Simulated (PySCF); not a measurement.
# C3H7BrGaN: NMR shieldings, spin-spin couplings, relativistic core levels

Aim: compute the NMR shieldings, spin-spin couplings, relativistic core levels of C3H7BrGaN (`C=[CH][Ga]([Br])[NH]C`).

Computed with PySCF 2.14.0 and routines of our own; the level stands in each step. Atoms count from 0.

## 1. The system as given

13 atoms, charge 0, multiplicity 1; geometry from: GFN2-xTB.

## 2. Relaxing the molecule at PBE0-D3(BJ)/def2-SVP

Job settings and geometry (Å):

```
{"job": {"xc": "PBE0", "basis": "def2-SVP", "d3": "d3bj", "grid": 1, "maxiter": 30, "shake": 0.01, "kind": "geom"}, "charge": 0, "multiplicity": 1}
C      3.123980    -0.322180    -0.122520
C      1.969220     0.005610    -0.751240
Ga     0.221480    -0.035030     0.262960
Br     0.254400    -0.636350     2.470680
N     -1.398530     0.397960    -0.440810
C     -2.706590     0.402610     0.222300
H      3.131570    -0.576140     0.922630
H      4.080740    -0.282270    -0.627960
H      1.971040     0.291460    -1.779620
H     -1.481510     0.671620    -1.393560
H     -3.180390     1.383680     0.197260
H     -3.374600    -0.324100    -0.235070
H     -2.604990     0.127660     1.264610
```

Started as:

```console
$ OMP_NUM_THREADS=1 python heavy_run.py task.json out
```

The driver reads the jobs from task.json and runs them one after another.

The log of the run:

```text
step   0  E = -4670.90517945  max force = 0.042039
step   1  E = -4670.90984286  max force = 0.009080
step   2  E = -4670.91016743  max force = 0.001394
step   3  E = -4670.91021397  max force = 0.001301
step   4  E = -4670.91025709  max force = 0.000722
step   5  E = -4670.91028069  max force = 0.000392
step   6  E = -4670.91029904  max force = 0.000487
step   7  E = -4670.91030819  max force = 0.000464
step   8  E = -4670.91031978  max force = 0.000316
optimisation converged
```

It took 2.6 min on 1 thread of Intel Xeon at 2.70GHz, shared host; peak memory 0.69 GiB.

The steps of the relaxation:

```tsv
step	energy from step 0 (eV)	largest force component (eV/Å)
0	0.0000	2.1617
1	-0.1269	0.4669
2	-0.1357	0.0717
3	-0.1370	0.0669
4	-0.1382	0.0371
5	-0.1388	0.0202
6	-0.1393	0.0250
7	-0.1396	0.0239
8	-0.1399	0.0162
```

Close pairs (by a distance rule), those that changed most:

```tsv
bond	before (Å)	after (Å)	change (Å)
C1–Ga2	2.021	1.935	-0.086
C1–H8	1.067	1.097	+0.030
N4–C5	1.467	1.442	-0.024
C0–H6	1.076	1.096	+0.021
N4–H9	0.995	1.014	+0.019
Ga2–Br3	2.288	2.307	+0.019
C5–H11	1.088	1.106	+0.018
C5–H12	1.083	1.100	+0.017
```

The final coordinates are the input of the step that follows.

```tsv
at the end point	value
rotational constants (GHz, main isotopes)	1.536, 1.492, 0.760
dipole moment (D)	2.77
```

## 3. NMR shieldings: PBE/pcJ-1 Br:dyall-v2z Ga:dyall-v2z, spin–orbit

Job settings and geometry (Å):

```
{"job": {"kind": "hnmr", "xc": "PBE", "basis": {"default": "pcJ-1", "Br": "dyall-v2z", "Ga": "dyall-v2z"}, "rel": "so"}, "charge": 0, "multiplicity": 1}
C      3.085751    -0.103550    -0.073367
C      1.944242     0.153841    -0.723572
Ga     0.237104    -0.003381     0.173286
Br     0.244230    -0.737236     2.360529
N     -1.413345     0.351570    -0.467429
C     -2.673620     0.217269     0.220676
H      3.090986    -0.408752     0.979662
H      4.065635    -0.021515    -0.559156
H      1.994922     0.454786    -1.777538
H     -1.503787     0.670618    -1.425872
H     -3.230618     1.170943     0.269198
H     -3.337572    -0.531091    -0.250155
H     -2.500807    -0.109394     1.256928
```

Level: PBE/pcJ-1 Br:dyall-v2z Ga:dyall-v2z GIAO NMR shielding, X2C with spin-orbit coupling, screened-nuclear two-electron part, Gaussian nuclei, gas phase.

The log of the run:

```text
spin-free SCF
coarse grid: 52712 points
cycle   1  E = -4722.6350497206  dE =  2.430e-01  |g| = 1.034e+00  |ddm| = 2.976e+00
cycle   2  E = -4722.0245962643  dE =  6.105e-01  |g| = 2.261e+00  |ddm| = 1.863e+00
cycle   3  E = -4722.7482633534  dE = -7.237e-01  |g| = 3.852e-01  |ddm| = 1.452e+00
cycle   4  E = -4722.7733241087  dE = -2.506e-02  |g| = 2.558e-01  |ddm| = 5.237e-01
cycle   5  E = -4722.7869187424  dE = -1.359e-02  |g| = 4.952e-02  |ddm| = 1.861e-01
cycle   6  E = -4722.7873073816  dE = -3.886e-04  |g| = 1.982e-02  |ddm| = 4.705e-02
cycle   7  E = -4722.7873644781  dE = -5.710e-05  |g| = 4.158e-03  |ddm| = 1.503e-02
cycle   8  E = -4722.7873655339  dE = -1.056e-06  |g| = 3.873e-03  |ddm| = 6.906e-03
cycle   9  E = -4722.7873688984  dE = -3.365e-06  |g| = 9.100e-04  |ddm| = 3.189e-03
final grid: 108584 points
cycle  10  E = -4722.7876842945  dE =  8.605e-07  |g| = 2.566e-03  |ddm| = 2.537e-03
cycle  11  E = -4722.7876753127  dE =  8.982e-06  |g| = 6.198e-03  |ddm| = 5.872e-03
cycle  12  E = -4722.7876855894  dE = -1.028e-05  |g| = 6.372e-04  |ddm| = 4.611e-03
cycle  13  E = -4722.7876856470  dE = -5.761e-08  |g| = 4.384e-04  |ddm| = 8.548e-04
cycle  14  E = -4722.7876856823  dE = -3.531e-08  |g| = 5.753e-05  |ddm| = 3.837e-04
cycle  15  E = -4722.7876856828  dE = -4.775e-10  |g| = 6.836e-06  |ddm| = 3.771e-05
converged SCF energy = -4722.7876856828
two-component SCF
cycle   1  E = -4722.6904223547  dE = -4.723e+03  |FDS-SDF| = 2.558e+01
cycle   2  E = -4722.9008602086  dE = -2.104e-01  |FDS-SDF| = 8.850e-03
cycle   3  E = -4722.9008601798  dE =  2.882e-08  |FDS-SDF| = 3.060e-03
cycle   4  E = -4722.9008599957  dE =  1.841e-07  |FDS-SDF| = 2.778e-03
cycle   5  E = -4722.9008604953  dE = -4.996e-07  |FDS-SDF| = 8.448e-04
cycle   6  E = -4722.9008605668  dE = -7.148e-08  |FDS-SDF| = 1.830e-04
cycle   7  E = -4722.9008605739  dE = -7.072e-09  |FDS-SDF| = 6.336e-05
converged, E = -4722.9008605739

Field gradients (au) and densities at the nuclei (bohr^-3)
atom        Vxx        Vyy        Vzz        centre      nuclear mean
  0 C     -0.1157    -0.2319     0.3475        126.232        126.230
  1 C     -0.0642    -0.2123     0.2765        126.218        126.216
  2 Ga     0.0052     2.0616    -2.0669      26089.362      26066.901
  3 Br    -1.7634    -2.3543     4.1177      40851.849      40791.916
  4 N      0.2901     0.6203    -0.9104        204.585        204.580
  5 C     -0.1016    -0.1468     0.2484        126.005        126.002
  6 H     -0.1361    -0.1496     0.2857          0.477          0.477
  7 H     -0.1402    -0.1511     0.2912          0.478          0.478
  8 H     -0.1408    -0.1522     0.2930          0.475          0.475
  9 H     -0.1619    -0.2325     0.3944          0.481          0.481
 10 H     -0.1282    -0.1447     0.2730          0.483          0.483
 11 H     -0.1282    -0.1445     0.2726          0.483          0.483
 12 H     -0.1263    -0.1480     0.2743          0.481          0.481
without picture change
  2 Ga                          -2.1391                     39456.609
  3 Br                           4.2536                     66306.351

Core orbital energies (eV)
atom   shell        mean    spread
  2 Ga 1s       -10219.148   0.000
  2 Ga 2s        -1261.045   0.000
  2 Ga 3s         -148.012   0.000
  2 Ga 2p1/2     -1116.078   0.000
  2 Ga 2p3/2     -1088.758   0.069
  2 Ga 3p1/2      -101.229   0.000
  2 Ga 3p3/2       -97.623   0.143
  2 Ga 3d3/2       -19.621   0.089
  2 Ga 3d5/2       -19.160   0.165
  3 Br 1s       -13300.165   0.000
  3 Br 2s        -1729.413   0.000
  3 Br 3s         -236.077   0.000
  3 Br 4s          -19.226   0.000
  3 Br 2p1/2     -1556.867   0.000
  3 Br 2p3/2     -1509.854   0.044
  3 Br 3p1/2      -176.173   0.000
  3 Br 3p3/2      -169.370   0.143
  3 Br 3d3/2       -65.560   0.149
  3 Br 3d5/2       -64.510   0.198

vertical triplet (scalar unrestricted SCF): 3.889 eV

Shielding tensors (ppm)
atom      isotropic    diamagn.    paramagn.     s11        s22        s33       span
  0 C        30.19      252.94     -222.75     -90.40      25.46     155.51     245.91
  1 C        35.26      252.78     -217.53     -69.87      18.87     156.77     226.64
  2 Ga     1482.48     2550.13    -1067.65    1295.77    1464.27    1687.41     391.64
  3 Br     3040.93     2990.09       50.84    2568.29    3151.01    3403.51     835.22
  4 N       171.45      319.40     -147.95      81.56     204.04     228.76     147.20
  5 C       145.28      239.42      -94.15     117.98     136.94     180.91      62.93
  6 H        24.76       30.63       -5.87      21.51      22.11      30.65       9.14
  7 H        24.61       27.55       -2.94      22.14      24.08      27.60       5.46
  8 H        24.83       29.89       -5.06      23.14      23.49      27.84       4.70
  9 H        28.60       32.48       -3.88      20.80      26.69      38.31      17.51
 10 H        28.34       26.73        1.60      23.17      25.74      36.10      12.93
 11 H        28.32       26.86        1.47      23.16      25.68      36.13      12.97
 12 H        27.60       28.21       -0.61      21.58      29.24      31.97      10.40
```

It took 2.8 min on 1 thread of Intel Xeon at 2.70GHz, shared host; peak memory 1.7 GiB.

Key values:

```tsv
quantity	value
energy from spin-orbit coupling	-0.1132 Eh
```

## 4. Spin-spin couplings: PBE/pcJ-1 Br:dyall-v2z Ga:dyall-v2z, spin–orbit

Settings changed since step 3:

```diff
@@ -1,2 +1,2 @@
-{"job": {"kind": "hnmr", "xc": "PBE", "basis": {"default": "pcJ-1", "Br": "dyall-v2z", "Ga": "dyall-v2z"}, "rel": "so"}, "charge": 0, "multiplicity": 1}
+{"job": {"kind": "hj", "xc": "PBE", "basis": {"default": "pcJ-1", "Br": "dyall-v2z", "Ga": "dyall-v2z"}, "rel": "so", "atoms": [3]}, "charge": 0, "multiplicity": 1}
 C      3.085751    -0.103550    -0.073367
```

With the program's defaults for keys left out, this is: PBE/pcJ-1 Br:dyall-v2z Ga:dyall-v2z indirect spin-spin coupling, X2C with spin-orbit coupling, screened-nuclear two-electron part, Gaussian nuclei, gas phase.

The log of the run:

```text
spin-free SCF
coarse grid: 52712 points
cycle   1  E = -4722.6350497206  dE =  2.430e-01  |g| = 1.034e+00  |ddm| = 2.976e+00
cycle   2  E = -4722.0245962643  dE =  6.105e-01  |g| = 2.261e+00  |ddm| = 1.863e+00
cycle   3  E = -4722.7482633534  dE = -7.237e-01  |g| = 3.852e-01  |ddm| = 1.452e+00
cycle   4  E = -4722.7733241087  dE = -2.506e-02  |g| = 2.558e-01  |ddm| = 5.237e-01
cycle   5  E = -4722.7869187424  dE = -1.359e-02  |g| = 4.952e-02  |ddm| = 1.861e-01
cycle   6  E = -4722.7873073816  dE = -3.886e-04  |g| = 1.982e-02  |ddm| = 4.705e-02
cycle   7  E = -4722.7873644781  dE = -5.710e-05  |g| = 4.158e-03  |ddm| = 1.503e-02
cycle   8  E = -4722.7873655339  dE = -1.056e-06  |g| = 3.873e-03  |ddm| = 6.906e-03
cycle   9  E = -4722.7873688984  dE = -3.365e-06  |g| = 9.100e-04  |ddm| = 3.189e-03
final grid: 108584 points
cycle  10  E = -4722.7876842945  dE =  8.605e-07  |g| = 2.566e-03  |ddm| = 2.537e-03
cycle  11  E = -4722.7876753127  dE =  8.982e-06  |g| = 6.198e-03  |ddm| = 5.872e-03
cycle  12  E = -4722.7876855894  dE = -1.028e-05  |g| = 6.372e-04  |ddm| = 4.611e-03
cycle  13  E = -4722.7876856470  dE = -5.761e-08  |g| = 4.384e-04  |ddm| = 8.548e-04
cycle  14  E = -4722.7876856823  dE = -3.531e-08  |g| = 5.753e-05  |ddm| = 3.837e-04
cycle  15  E = -4722.7876856828  dE = -4.775e-10  |g| = 6.836e-06  |ddm| = 3.771e-05
converged SCF energy = -4722.7876856828
two-component SCF
cycle   1  E = -4722.6904223547  dE = -4.723e+03  |FDS-SDF| = 2.558e+01
cycle   2  E = -4722.9008602086  dE = -2.104e-01  |FDS-SDF| = 8.850e-03
cycle   3  E = -4722.9008601798  dE =  2.882e-08  |FDS-SDF| = 3.060e-03
cycle   4  E = -4722.9008599957  dE =  1.841e-07  |FDS-SDF| = 2.778e-03
cycle   5  E = -4722.9008604953  dE = -4.996e-07  |FDS-SDF| = 8.448e-04
cycle   6  E = -4722.9008605668  dE = -7.148e-08  |FDS-SDF| = 1.830e-04
cycle   7  E = -4722.9008605739  dE = -7.072e-09  |FDS-SDF| = 6.336e-05
converged, E = -4722.9008605739

Indirect spin-spin couplings
  i        j     bonds      J/Hz   K/1e19 T2/J   anisotropy/Hz
  3  79Br   0  13C    3       -0.66       -0.87        -7.2
  3  79Br   1  13C    2       -3.79       -4.99        52.8
  3  79Br   2  69Ga   1     -861.79    -1185.67       926.9
  3  79Br   4  15N    2       10.20      -33.30        34.8
  3  79Br   5  13C    3        1.82        2.40         6.5
  3  79Br   6   1H    4        0.56        0.19         4.9
  3  79Br   7   1H    4        0.01        0.00         3.8
  3  79Br   8   1H    3        6.22        2.06        20.4
  3  79Br   9   1H    3        0.42        0.14        20.3
  3  79Br  10   1H    4       -0.24       -0.08        -2.5
  3  79Br  11   1H    4       -0.22       -0.07         2.7
  3  79Br  12   1H    4       -0.27       -0.09         7.0
```

Run time: 94 s. Hardware: 1 thread of Intel Xeon at 2.70GHz, shared host; peak memory 1.4 GiB.

Key values:

```tsv
quantity	value
energy from spin-orbit coupling	-0.1132 Eh
```

## 5. Relativistic core levels: PBE/pcJ-1 Br:dyall-v2z Ga:dyall-v2z, spin–orbit

Settings changed since step 4:

```diff
@@ -1,2 +1,2 @@
-{"job": {"kind": "hj", "xc": "PBE", "basis": {"default": "pcJ-1", "Br": "dyall-v2z", "Ga": "dyall-v2z"}, "rel": "so", "atoms": [3]}, "charge": 0, "multiplicity": 1}
+{"job": {"kind": "hxps", "xc": "PBE", "basis": {"default": "pcJ-1", "Br": "dyall-v2z", "Ga": "dyall-v2z"}, "rel": "so", "holes": [[3, "3d"], [2, "3d"]]}, "charge": 0, "multiplicity": 1}
 C      3.085751    -0.103550    -0.073367
```

With the program's defaults for keys left out, this is: PBE/pcJ-1 Br:dyall-v2z Ga:dyall-v2z core ionisation, delta-SCF with one localised hole, X2C with spin-orbit coupling, screened-nuclear two-electron part, Gaussian nuclei, gas phase.

The log of the run:

```text
spin-free SCF
coarse grid: 52712 points
cycle   1  E = -4722.6350497206  dE =  2.430e-01  |g| = 1.034e+00  |ddm| = 2.976e+00
cycle   2  E = -4722.0245962643  dE =  6.105e-01  |g| = 2.261e+00  |ddm| = 1.863e+00
cycle   3  E = -4722.7482633534  dE = -7.237e-01  |g| = 3.852e-01  |ddm| = 1.452e+00
cycle   4  E = -4722.7733241087  dE = -2.506e-02  |g| = 2.558e-01  |ddm| = 5.237e-01
cycle   5  E = -4722.7869187424  dE = -1.359e-02  |g| = 4.952e-02  |ddm| = 1.861e-01
cycle   6  E = -4722.7873073816  dE = -3.886e-04  |g| = 1.982e-02  |ddm| = 4.705e-02
cycle   7  E = -4722.7873644781  dE = -5.710e-05  |g| = 4.158e-03  |ddm| = 1.503e-02
cycle   8  E = -4722.7873655339  dE = -1.056e-06  |g| = 3.873e-03  |ddm| = 6.906e-03
cycle   9  E = -4722.7873688984  dE = -3.365e-06  |g| = 9.100e-04  |ddm| = 3.189e-03
final grid: 108584 points
cycle  10  E = -4722.7876842945  dE =  8.605e-07  |g| = 2.566e-03  |ddm| = 2.537e-03
cycle  11  E = -4722.7876753127  dE =  8.982e-06  |g| = 6.198e-03  |ddm| = 5.872e-03
cycle  12  E = -4722.7876855894  dE = -1.028e-05  |g| = 6.372e-04  |ddm| = 4.611e-03
cycle  13  E = -4722.7876856470  dE = -5.761e-08  |g| = 4.384e-04  |ddm| = 8.548e-04
cycle  14  E = -4722.7876856823  dE = -3.531e-08  |g| = 5.753e-05  |ddm| = 3.837e-04
cycle  15  E = -4722.7876856828  dE = -4.775e-10  |g| = 6.836e-06  |ddm| = 3.771e-05
converged SCF energy = -4722.7876856828
two-component SCF
cycle   1  E = -4722.6904223547  dE = -4.723e+03  |FDS-SDF| = 2.558e+01
cycle   2  E = -4722.9008602086  dE = -2.104e-01  |FDS-SDF| = 8.850e-03
cycle   3  E = -4722.9008601798  dE =  2.882e-08  |FDS-SDF| = 3.060e-03
cycle   4  E = -4722.9008599957  dE =  1.841e-07  |FDS-SDF| = 2.778e-03
cycle   5  E = -4722.9008604953  dE = -4.996e-07  |FDS-SDF| = 8.448e-04
cycle   6  E = -4722.9008605668  dE = -7.148e-08  |FDS-SDF| = 1.830e-04
cycle   7  E = -4722.9008605739  dE = -7.072e-09  |FDS-SDF| = 6.336e-05
converged, E = -4722.9008605739

Field gradients (au) and densities at the nuclei (bohr^-3)
atom        Vxx        Vyy        Vzz        centre      nuclear mean
  0 C     -0.1157    -0.2319     0.3475        126.232        126.230
  1 C     -0.0642    -0.2123     0.2765        126.218        126.216
  2 Ga     0.0052     2.0616    -2.0669      26089.362      26066.901
  3 Br    -1.7634    -2.3543     4.1177      40851.849      40791.916
  4 N      0.2901     0.6203    -0.9104        204.585        204.580
  5 C     -0.1016    -0.1468     0.2484        126.005        126.002
  6 H     -0.1361    -0.1496     0.2857          0.477          0.477
  7 H     -0.1402    -0.1511     0.2912          0.478          0.478
  8 H     -0.1408    -0.1522     0.2930          0.475          0.475
  9 H     -0.1619    -0.2325     0.3944          0.481          0.481
 10 H     -0.1282    -0.1447     0.2730          0.483          0.483
 11 H     -0.1282    -0.1445     0.2726          0.483          0.483
 12 H     -0.1263    -0.1480     0.2743          0.481          0.481
without picture change
  2 Ga                          -2.1391                     39456.609
  3 Br                           4.2536                     66306.351

Core orbital energies (eV)
atom   shell        mean    spread
  2 Ga 1s       -10219.148   0.000
  2 Ga 2s        -1261.045   0.000
  2 Ga 3s         -148.012   0.000
  2 Ga 2p1/2     -1116.078   0.000
  2 Ga 2p3/2     -1088.758   0.069
  2 Ga 3p1/2      -101.229   0.000
  2 Ga 3p3/2       -97.623   0.143
  2 Ga 3d3/2       -19.621   0.089
  2 Ga 3d5/2       -19.160   0.165
  3 Br 1s       -13300.165   0.000
  3 Br 2s        -1729.413   0.000
  3 Br 3s         -236.077   0.000
  3 Br 4s          -19.226   0.000
  3 Br 2p1/2     -1556.867   0.000
  3 Br 2p3/2     -1509.854   0.044
  3 Br 3p1/2      -176.173   0.000
  3 Br 3p3/2      -169.370   0.143
  3 Br 3d3/2       -65.560   0.149
  3 Br 3d5/2       -64.510   0.198

hole in 3d5/2 of atom 3
cycle   1  E = -4719.7725508913  dE = -4.720e+03  |FDS-SDF| = 2.217e+00
cycle   2  E = -4719.6413224181  dE =  1.312e-01  |FDS-SDF| = 2.744e+00
cycle   3  E = -4720.1150774211  dE = -4.738e-01  |FDS-SDF| = 3.872e-01
cycle   4  E = -4720.0964725382  dE =  1.860e-02  |FDS-SDF| = 4.631e-01
cycle   5  E = -4720.1459456844  dE = -4.947e-02  |FDS-SDF| = 1.004e-01
cycle   6  E = -4720.1486595327  dE = -2.714e-03  |FDS-SDF| = 3.321e-02
cycle   7  E = -4720.1488422790  dE = -1.827e-04  |FDS-SDF| = 1.781e-02
cycle   8  E = -4720.1489047245  dE = -6.245e-05  |FDS-SDF| = 6.091e-03
cycle   9  E = -4720.1489121597  dE = -7.435e-06  |FDS-SDF| = 2.319e-03
cycle  10  E = -4720.1489131131  dE = -9.534e-07  |FDS-SDF| = 2.518e-04
cycle  11  E = -4720.1489131290  dE = -1.591e-08  |FDS-SDF| = 8.283e-05
converged, E = -4720.1489131290
hole in 3d5/2 of atom 2
cycle   1  E = -4721.6491293503  dE = -4.722e+03  |FDS-SDF| = 1.699e+00
cycle   2  E = -4720.8087820096  dE =  8.403e-01  |FDS-SDF| = 3.246e+00
cycle   3  E = -4721.8812581259  dE = -1.072e+00  |FDS-SDF| = 5.039e-01
cycle   4  E = -4721.8957720595  dE = -1.451e-02  |FDS-SDF| = 4.175e-01
cycle   5  E = -4721.9330773480  dE = -3.731e-02  |FDS-SDF| = 1.558e-01
cycle   6  E = -4721.9392197992  dE = -6.142e-03  |FDS-SDF| = 3.790e-02
cycle   7  E = -4721.9393899047  dE = -1.701e-04  |FDS-SDF| = 2.450e-02
cycle   8  E = -4721.9395418698  dE = -1.520e-04  |FDS-SDF| = 6.262e-03
cycle   9  E = -4721.9395516601  dE = -9.790e-06  |FDS-SDF| = 1.798e-03
cycle  10  E = -4721.9395518827  dE = -2.226e-07  |FDS-SDF| = 7.419e-04
cycle  11  E = -4721.9395519226  dE = -3.990e-08  |FDS-SDF| = 1.132e-04
converged, E = -4721.9395519226

Core binding energies (eV)
atom   line    delta-SCF   -orbital   splitting
  3 Br 3d5/2      74.979      64.51      1.05
  2 Ga 3d5/2        26.2      19.16     0.461
```

Wall time 2.4 min (1 thread of Intel Xeon at 2.70GHz, shared host); peak memory 1.6 GiB.

From this job:

```tsv
quantity	value
energy from spin-orbit coupling	-0.1132 Eh
```

## 6. What came out

| quantity | value |
| --- | --- |
| rotational constants (main isotopes) | 1.54, 1.49, 0.76 GHz |
| energy from spin-orbit coupling (step 3, PBE/pcJ-1 Br:dyall-v2z Ga:dyall-v2z, spin–orbit) | -0.1132 Eh |
| shieldings (step 3, PBE/pcJ-1 Br:dyall-v2z Ga:dyall-v2z, spin–orbit) | C0 30.2, C1 35.3, Ga2 1482.5, Br3 3040.9, N4 171.5, C5 145.3 ppm |
| energy from spin-orbit coupling (step 4, PBE/pcJ-1 Br:dyall-v2z Ga:dyall-v2z, spin–orbit) | -0.1132 Eh |
| largest reduced coupling (step 4, PBE/pcJ-1 Br:dyall-v2z Ga:dyall-v2z, spin–orbit) | Br3–Ga2: J = -861.8 Hz, K = -1186·10¹⁹ T²/J |
| Br3 3d5/2 binding energy (step 5, PBE/pcJ-1 Br:dyall-v2z Ga:dyall-v2z, spin–orbit) | 75.0 eV, 3d3/2 76.0 eV |
| Ga2 3d5/2 binding energy (step 5, PBE/pcJ-1 Br:dyall-v2z Ga:dyall-v2z, spin–orbit) | 26.2 eV, 3d3/2 26.7 eV |
| energy from spin-orbit coupling (step 5, PBE/pcJ-1 Br:dyall-v2z Ga:dyall-v2z, spin–orbit) | -0.1132 Eh |

In words: Over 8 steps the energy fell by 0.140 eV; of the close pairs, C1–Ga2 changed most, 2.021 to 1.935 Å. In step 3, Br3 has the widest tensor, 835 ppm.
